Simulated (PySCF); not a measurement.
# B2H7NOSi: the cost of one run

Programs: PySCF 2.14.0, with density-fitted response routines of our own. Each step states its level of theory. These are calculated values for one molecule in the gas phase, unless marked as measured. Atoms count from 0, in the outputs and in this text.

## (1) The molecule as given

12 atoms, charge 0, multiplicity 1; geometry from: GFN2-xTB. The atoms were then displaced at random by about 0.01 Å, so the start is not that level's minimum.

Bonds of the start (Å): B0–N1 1.37, N1–B2 1.42, B2–O3 1.38, O3–Si4 1.57, B0–H5 1.17, B0–H6 1.19, N1–H7 1.01, B2–H8 1.19, Si4–H9 1.46, Si4–H10 1.45, Si4–H11 1.48.

## (2) Optimising the geometry at PBE0-D3(BJ)/def2-SVP

What the job is given:

```
{"job": {"xc": "PBE0", "basis": "def2-SVP", "d3": "d3bj", "grid": 1, "shake": 0.01, "kind": "geom"}, "charge": 0, "multiplicity": 1}
B     -2.658800    -0.171910    -0.346730
N     -1.289600    -0.268670    -0.331710
B     -0.340170     0.574890     0.300120
O      1.001950     0.286620     0.212090
Si     2.520380    -0.108870     0.187570
H     -3.320110    -0.941320    -0.926050
H     -3.165360     0.750280     0.208900
H     -0.863620    -1.045430    -0.827060
H     -0.677070     1.528090     0.929190
H      2.621780    -1.564950     0.119010
H      3.068930     0.549170    -0.976980
H      3.141380     0.383840     1.442630
```

Command:

```sh
$ OMP_NUM_THREADS=1 python probes_run.py task.json out
```

This one command runs all jobs of the session in turn.

Q: Estimate the wall time and peak memory of this first job on 1 thread of Arm Neoverse V1, shared host.

About 68 s, with a peak of 0.44 GiB.
